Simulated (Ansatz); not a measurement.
# TaHO+ (quartet): wave-function methods side by side, def2-TZVPP

The task here is to estimate one member of a computed series from the others.

Method: def2-TZVPP, core rule «outside noble gas», up to 5 orbitals frozen; program: Ansatz 0.2.0, Gaussian basis.

To be run: UHF; CCSD(T) on ROHF; CCSD(T) on UHF; CCSDT(Q) on ROHF; CCSDT(Q) on UHF.

10 further runs of the same task are left out: 4 for a known fault of the program, 6 set aside as unsound or not needed. Runs told in other sessions of the task aren't counted.

## The system

The geometry is a PBE0/def2-TZVP stationary point (not a proven minimum) of the parent state, kept for this charge and spin. No spin-orbit coupling is included. Elements past krypton take def2 core potentials.

3 atoms, charge 1, spin multiplicity 4.

Atoms are counted from 1 here; the program's logs count them from 0.

Bond lengths: Ta1–O2 1.695 Å, Ta1–H3 1.777 Å. Angles: O2–Ta1–H3 103.7°.

The first run:

File in.yaml:

```yaml
crystal:
  periodic: [false, false, false]
  atoms:
    - {symbol: Ta, position_ang: [0.000000, -0.016196, 0.134207]}
    - {symbol: O, position_ang: [0.000000, 0.077043, -1.558659]}
    - {symbol: H, position_ang: [0.000000, 1.684643, 0.648045]}
basis:
  gaussian: {orbitals: def2-TZVPP}
total_charge: 1
magnetization: {spin_polarized: true, initial_magnetization: 3}
hamiltonian: {xc: hf}
output: {orbitals: {seedname: orbitals}}
```

The run is started by

```
ansatz run in.yaml --threads 1 --pin off --events-out ev --progress --plain --max-ram 4096MiB --backend cpu
```

Among the steps run: UHF; CCSD(T) on ROHF; CCSD(T) on UHF; CCSDT(Q) on ROHF; CCSDT(Q) on UHF.

One of the session's tables, all rows but one given; the rest of the session is left out.

```
   method  from RCCSDT(Q) (kJ/mol)
     RMP2                     +2.0
     UMP2                    +12.3
    RCCSD                    +60.9
    UCCSD                    +53.5
 RCCSD(T)                     -2.8
 UCCSD(T)                     -7.4
   RCCSDT                     -2.1
   UCCSDT                        ?
RCCSDT(Q)                        0
UCCSDT(Q)                    -13.9
```

**Question.** Estimate the row for UCCSDT.

The run gave: from RCCSDT(Q) (kJ/mol): -9.0. In the column «from RCCSDT(Q) (kJ/mol)» it lies between UCCSDT(Q) (-13.9) and UCCSD(T) (-7.4).

Left out of the table: ROHF, UHF (another determinant or state than the rows shown).

Caveats from the session: Warnings: coupled cluster took another determinant than the lowest. Restricted and unrestricted rows rest on different reference determinants; a gap between their highest levels can come from leftover correlation error, from unlike frozen cores or from another state.
